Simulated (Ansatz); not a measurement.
# Ga3Se under changes of volume

One of the cells (21.771 Å³/atom); the others are scaled copies at fixed shape and fractional positions:

```
Se Ga
1.0
     4.43246    0.00000    0.00000
     0.00000    4.43246    0.00000
     0.00000    0.00000    4.43246
Se Ga
1 3
Direct
  0.00000 0.00000 0.00000
  0.50000 0.50000 0.00000
  0.50000 0.00000 0.50000
  0.00000 0.50000 0.50000
```

The cell comes from a database or a generator and needn't be the stable form of this composition.

| Item | Value |
| --- | --- |
| Program | Ansatz 0.2.0 |
| Functional | r2SCAN |
| Potentials or basis | Ansatz PAW |
| Cutoff | 500 eV (not typed: the program's choice for these potentials) |
| k mesh | 6 × 6 × 6 |
| Occupations | fermi-dirac, width 0.05 eV |
| Spin | no spin polarisation |

```csv
volume (Å³/atom),energy over the lowest point (meV/atom),pressure (GPa)
20.465,?,?
20.900,0.00,-0.1
21.335,1.61,-1.0
21.771,5.36,-1.7
22.206,10.95,-2.3
22.642,18.10,-2.9
23.077,26.59,-3.4
```

Problem. What does the run at 20.465 Å³/atom give?

Solution. Energy over the lowest point 0.88 meV/atom; pressure 0.8 GPa.

Worked out: A Birch-Murnaghan fit of order 3 (a polynomial in V^(-2/3)) to the other rows has its minimum at 20.83 Å³/atom, just outside them, with B0 = V·E''(V) = 45 GPa and B' = 6.2. It gives 0.87 meV/atom at 20.465 Å³/atom, against the run's 0.88, and -dE/dV = 0.8 GPa, against 0.8.

Energies are extrapolated to zero smearing.

Caveats: the PAW data sets come from PBE, with cores solved anew for the run's functional, which leaves a small shift of forces and pressure.
